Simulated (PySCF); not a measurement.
# C₃H₈AsB: electronic excitations and core binding energies

Wanted: the electronic excitations and core binding energies of C₃H₈AsB (`B[AsH]C1CC1`), by calculation.

The runs use PySCF 2.14.0, with density-fitted response routines of our own; the level of theory stands in each step. All values are computed, except where a source is named. Atoms are numbered from 0 throughout.

### Step 1. The molecule as given

13 atoms, charge 0, multiplicity 1; geometry from: GFN2-xTB.

Bonds of the start (Å): B0–As1 1.97, As1–C2 1.98, C2–C3 1.50, C3–C4 1.50, C4–C2 1.50, B0–H5 1.17, B0–H6 1.17, As1–H7 1.51, C2–H8 1.09, C3–H9 1.08, C3–H10 1.08, C4–H11 1.08, C4–H12 1.08.

### Step 2. Ultraviolet spectrum: B3LYP/def2-SVPD

What the job is given:

```
{"job": {"kind": "uv", "xc": "B3LYP", "basis": "def2-SVPD", "nstates": 8, "ntriplets": 3}, "charge": 0, "multiplicity": 1}
B      2.486771     0.036347    -0.232212
As     1.128979     0.868065     0.935752
C     -0.373307    -0.376774     0.612867
C     -1.777476     0.130867     0.490261
C     -1.078625    -0.432248    -0.707087
H      3.257903     0.686782    -0.827316
H      2.624829    -1.127539    -0.248568
H      0.671664     1.905541    -0.055760
H     -0.248495    -1.322900     1.132863
H     -1.935689     1.201813     0.519955
H     -2.583056    -0.438753     0.932009
H     -1.403659    -1.390301    -1.087859
H     -0.774228     0.259586    -1.482635
```

With the program's defaults for keys left out, this is: TDDFT B3LYP/def2-SVPD, vertical, gas phase, core orbitals frozen in the response.

The run is started by

```sh
$ OMP_NUM_THREADS=1 python probes_run.py task.json out
```

The driver reads the jobs from task.json and runs them one after another.

Output:

```text
coarse grid: 47832 points
cycle   1  E = -2379.4313828027  dE = -3.367e-01  |g| = 3.713e-01  |ddm| = 5.332e+00
cycle   2  E = -2379.4162304820  dE =  1.515e-02  |g| = 4.436e-01  |ddm| = 1.109e+00
cycle   3  E = -2379.4630257127  dE = -4.680e-02  |g| = 6.674e-02  |ddm| = 5.686e-01
cycle   4  E = -2379.4641936933  dE = -1.168e-03  |g| = 2.186e-02  |ddm| = 1.456e-01
cycle   5  E = -2379.4643085239  dE = -1.148e-04  |g| = 7.946e-03  |ddm| = 3.764e-02
cycle   6  E = -2379.4643252248  dE = -1.670e-05  |g| = 1.421e-03  |ddm| = 1.533e-02
cycle   7  E = -2379.4643259265  dE = -7.017e-07  |g| = 4.162e-04  |ddm| = 3.710e-03
final grid: 100888 points
cycle   8  E = -2379.4643116212  dE = -8.638e-08  |g| = 5.102e-04  |ddm| = 9.777e-03
cycle   9  E = -2379.4643115770  dE =  4.427e-08  |g| = 6.631e-04  |ddm| = 1.924e-03
cycle  10  E = -2379.4643116801  dE = -1.031e-07  |g| = 6.279e-05  |ddm| = 1.008e-03
cycle  11  E = -2379.4643116813  dE = -1.185e-09  |g| = 6.341e-06  |ddm| = 1.104e-04
cycle  12  E = -2379.4643116813  dE = -7.276e-12  |g| = 5.304e-06  |ddm| = 1.974e-05
converged SCF energy = -2379.4643116813

Static polarisability (au): isotropic 81.975, principal 68.057 79.102 98.766

Singlet excitations
state   eV       nm        f      main configurations
  1   3.8783    319.7   0.04055   H->L 0.94
  2   4.9965    248.1   0.03357   H-1->L 0.94
  3   5.6860    218.1   0.00037   H-2->L 0.65, H-4->L 0.15, H-3->L 0.12
  4   5.8875    210.6   0.02499   H->L+1 0.93
  5   6.0684    204.3   0.01157   H-3->L 0.75, H-2->L 0.15
  6   6.2445    198.5   0.01231   H-4->L 0.77, H-2->L 0.16
  7   6.4154    193.3   0.10515   H->L+2 0.89
  8   6.7527    183.6   0.00996   H->L+3 0.62, H-5->L 0.34

Triplet excitations (Tamm-Dancoff, eV): 3.0070 4.5834 5.1174
```

Run time: 44 s. Hardware: 1 thread of Arm Neoverse N1, shared host; peak memory 0.71 GiB.

Frontier orbitals and where they lie:

```csv
orbital,eV,atoms
HOMO−3,-9.05,"C2 26 %, As1 19 %, H7 11 %"
HOMO−2,-8.87,"C2 25 %, C4 21 %, C3 10 %"
HOMO−1,-8.00,"C3 26 %, C2 19 %, As1 17 %"
HOMO,-6.71,"As1 52 %, B0 16 %, C2 10 %"
LUMO,-2.04,"B0 54 %, As1 18 %, H6 10 %"
LUMO+1,0.12,"As1 41 %, H7 16 %, B0 15 %"
LUMO+2,0.52,"B0 42 %, As1 21 %, H7 6 %"
```

With each of the 8 states as a Gaussian band of 0.4 eV half-width at 1/e, the curve within the window shown has maxima at 320 nm (ε 1,600), 248 nm (ε 1,400), 195 nm (ε 5,300) L/(mol cm). Beyond the last state computed it falls off for lack of states. The curve at chosen wavelengths:

nm, ε (L/mol/cm) and a bar:
```
      176        576 ##
      184       2696 ###############
      192       5105 ##############################
      200       4746 ############################
      208       2950 #################
      216       1555 ########
      224        843 ####
      233        858 ####
      241       1214 ######
      249       1366 #######
      257       1145 ######
      265        762 ####
      273        482 ##
      281        435 ##
      289        622 ###
      297        959 #####
      305       1318 #######
      313       1570 ########
      321       1640 #########
      330       1503 ########
      338       1253 #######
      346        961 #####
      354        685 ###
      362        459 ##
      370        292 #
      378        178
```

Further results of this job:

```csv
property,computed
dipole moment (D),1.08
polarisability (Å³),12.15
HOMO–LUMO gap (eV),4.67
−ε(HOMO) (eV),6.71
```

### Step 3. Core holes by ΔSCF: SCAN, X2C

The job, as its differences from that of step 2:

```diff
@@ -1,2 +1,2 @@
-{"job": {"kind": "uv", "xc": "B3LYP", "basis": "def2-SVPD", "nstates": 8, "ntriplets": 3}, "charge": 0, "multiplicity": 1}
+{"job": {"kind": "xps"}, "charge": 0, "multiplicity": 1}
 B      2.486771     0.036347    -0.232212
```

With the program's defaults for keys left out, this is: delta-SCF UKS SCAN, pcX-2 on the ionised atom, pcseg-1 elsewhere, spin-free X2C.

Output:

```text
ground state, core basis on atom 0 (B), 154 functions
  cycle   1  E = -2399.23338963  |g| = 3.86e-01
  cycle   2  E = -2399.19485363  |g| = 5.37e-01
  cycle   3  E = -2399.27701804  |g| = 7.43e-02
  cycle   4  E = -2399.27850939  |g| = 3.07e-02
  cycle   5  E = -2399.27876747  |g| = 8.70e-03
  cycle   6  E = -2399.27878341  |g| = 3.27e-03
  cycle   7  E = -2399.27878898  |g| = 8.13e-04
  cycle   8  E = -2399.27878896  |g| = 3.73e-04
  E(ground) = -2399.18847869 Eh
hole in B 1s of atom 0
  cycle   1  E = -2391.65886190  |g| = 1.15e+00
  cycle   2  E = -2389.47039689  |g| = 2.05e+00
  cycle   3  E = -2391.84332943  |g| = 6.01e-01
  cycle   4  E = -2392.02644106  |g| = 3.36e-01
  cycle   5  E = -2392.09565589  |g| = 9.09e-02
  cycle   6  E = -2392.09913444  |g| = 8.91e-02
  cycle   7  E = -2392.10441656  |g| = 3.98e-02
  cycle   8  E = -2392.10529797  |g| = 4.15e-02
  cycle   9  E = -2392.10670653  |g| = 1.75e-02
  cycle  10  E = -2392.10695136  |g| = 4.69e-03
  cycle  11  E = -2392.10697020  |g| = 1.46e-03
  cycle  12  E = -2392.10697265  |g| = 8.55e-04
  cycle  13  E = -2392.10697277  |g| = 4.63e-04
  E(ion) = -2392.01594659 Eh   <S^2> = 1.3274   hole on atom = 1.000   binding energy = 195.175 eV
ground state, core basis on atom 2 (C), 154 functions
  cycle   1  E = -2399.29011057  |g| = 5.83e-02
  cycle   2  E = -2399.28994995  |g| = 2.70e-02
  cycle   3  E = -2399.28990630  |g| = 2.82e-02
  cycle   4  E = -2399.29022072  |g| = 2.93e-03
  cycle   5  E = -2399.29022355  |g| = 6.91e-04
  cycle   6  E = -2399.29022625  |g| = 1.65e-04
  E(ground) = -2399.19833681 Eh
hole in C 1s of atom 2
  cycle   1  E = -2388.02315674  |g| = 1.52e+00
  cycle   2  E = -2386.88936424  |g| = 2.10e+00
  cycle   3  E = -2388.54110323  |g| = 4.00e-01
  cycle   4  E = -2388.60334875  |g| = 1.49e-01
  cycle   5  E = -2388.61378468  |g| = 4.98e-02
  cycle   6  E = -2388.61518177  |g| = 1.32e-02
  cycle   7  E = -2388.61528987  |g| = 6.02e-03
  cycle   8  E = -2388.61531271  |g| = 2.19e-03
  cycle   9  E = -2388.61531693  |g| = 1.20e-03
  cycle  10  E = -2388.61531933  |g| = 3.28e-04
  E(ion) = -2388.52247581 Eh   <S^2> = 0.7744   hole on atom = 1.000   binding energy = 290.505 eV
ground state, core basis on atom 3 (C), 154 functions
  cycle   1  E = -2399.28890451  |g| = 5.72e-02
  cycle   2  E = -2399.28883866  |g| = 2.22e-02
  cycle   3  E = -2399.28878417  |g| = 2.62e-02
  cycle   4  E = -2399.28896339  |g| = 2.38e-03
  cycle   5  E = -2399.28896130  |g| = 4.94e-04
  E(ground) = -2399.19742787 Eh
hole in C 1s of atom 3
  cycle   1  E = -2388.03860583  |g| = 1.51e+00
  cycle   2  E = -2387.18133439  |g| = 1.93e+00
  cycle   3  E = -2388.54582937  |g| = 3.69e-01
  cycle   4  E = -2388.59094850  |g| = 1.77e-01
  cycle   5  E = -2388.60830518  |g| = 7.03e-02
  cycle   6  E = -2388.61085583  |g| = 1.51e-02
  cycle   7  E = -2388.61098351  |g| = 6.55e-03
  cycle   8  E = -2388.61101633  |g| = 2.73e-03
  cycle   9  E = -2388.61102497  |g| = 1.47e-03
  cycle  10  E = -2388.61102374  |g| = 5.23e-04
  cycle  11  E = -2388.61102321  |g| = 1.91e-04
  E(ion) = -2388.51858616 Eh   <S^2> = 0.7705   hole on atom = 1.000   binding energy = 290.586 eV
```

Wall time 56 s (1 thread of Arm Neoverse N1, shared host); peak memory 0.41 GiB.

The holes in one table. −ε is the ground-state orbital energy:

```csv
hole,stands for,environment,ΔSCF (eV),−ε (eV),⟨S²⟩
B1s on B0,B0,"boron bonded to As, 2 H",195.17 (doubtful),180.4,1.327
C1s on C2,C2,three-membered-ring carbon,290.50,274.2,0.774
C1s on C3,"C3, C4",three-membered-ring carbon,290.59,273.8,0.770
```

Each hole run stands for the others of its class of like atoms.

Doubtful: the ion did not converge, its hole moved, or its ⟨S²⟩ is well above 0.75.

### Step 4. Outcome

| quantity | value |
| --- | --- |
| lowest singlet (B3LYP/def2-SVPD) | 3.88 eV (320 nm), f = 0.041 |
| brightest single state of those computed | state 7, 6.42 eV, f = 0.105 |
| lowest triplet | 3.01 eV |
| C1s binding energies, SCAN/pcX-2 | C3 290.59, C2 290.50 eV |

The first singlet state (HOMO→LUMO 0.94) lies at 3.88 eV and is weak; of the 8 states computed, the strongest absorption comes from state 7 at 6.42 eV. The lowest triplet lies 0.87 eV below the lowest singlet (triplets in Tamm-Dancoff, singlets in full TDDFT). C3 (three-membered-ring carbon) binds its C1s electron 0.08 eV more tightly than C2 (three-membered-ring carbon).
